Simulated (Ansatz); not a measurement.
# CuGe16: the cost of one run

Method: DFT r2SCAN, plane waves, PAW, scalar-relativistic, no spin polarisation, in Ansatz 0.2.0.

## (1) Starting point

The cell holds 17 atoms (CuGe16): a = 8.004 Å, b = 8.004 Å, c = 8.004 Å, α = 60.00°, β = 60.00°, γ = 60.00°.

The coordinates stand in the first input below.

## (2) Preparing the start

Input file input.yaml:

```yaml
accuracy: low
crystal:
  lattice:
    - [0.0, 5.66, 5.66]
    - [5.66, 0.0, 5.66]
    - [5.66, 5.66, 0.0]
  atoms:
    - { symbol: Ge, position: [0.0, 0.0, 0.0] }
    - { symbol: Ge, position: [0.125, 0.125, 0.125] }
    - { symbol: Ge, position: [0.0, 0.0, 0.5] }
    - { symbol: Ge, position: [0.125, 0.125, 0.625] }
    - { symbol: Ge, position: [0.0, 0.5, 0.0] }
    - { symbol: Ge, position: [0.125, 0.625, 0.125] }
    - { symbol: Ge, position: [0.0, 0.5, 0.5] }
    - { symbol: Ge, position: [0.125, 0.625, 0.625] }
    - { symbol: Ge, position: [0.5, 0.0, 0.0] }
    - { symbol: Ge, position: [0.625, 0.125, 0.125] }
    - { symbol: Ge, position: [0.5, 0.0, 0.5] }
    - { symbol: Ge, position: [0.625, 0.125, 0.625] }
    - { symbol: Ge, position: [0.5, 0.5, 0.0] }
    - { symbol: Ge, position: [0.625, 0.625, 0.125] }
    - { symbol: Ge, position: [0.5, 0.5, 0.5] }
    - { symbol: Ge, position: [0.625, 0.625, 0.625] }
    - { symbol: Cu, position: [0.2584111, 0.2472912, 0.7520591] }
basis:
  ecutwfc: 500.0
kpoints:
  mp_grid: { grid: [2, 2, 2] }
hamiltonian:
  xc: r2scan
  pseudopotentials: { kind: paw, azcp: { folder: soft_1 } }
scf:
  occupations: { method: fermi_dirac, width: 0.15 }
  lower_state_search: "off"
relax:
  f_tol: 0.08
  max_steps: 25
  adjacent_minimum: "off"
```

On the command line:

```console
$ ansatz run input.yaml --threads 4 --pin off --max-ram 10240MiB --backend cpu --events-out ev --progress --plain --runs-dir out
```

Q: Estimate wall time and peak memory on 4 threads of Arm Neoverse V1, shared host.

About 3.6 min, with a peak of 2.1 GiB.
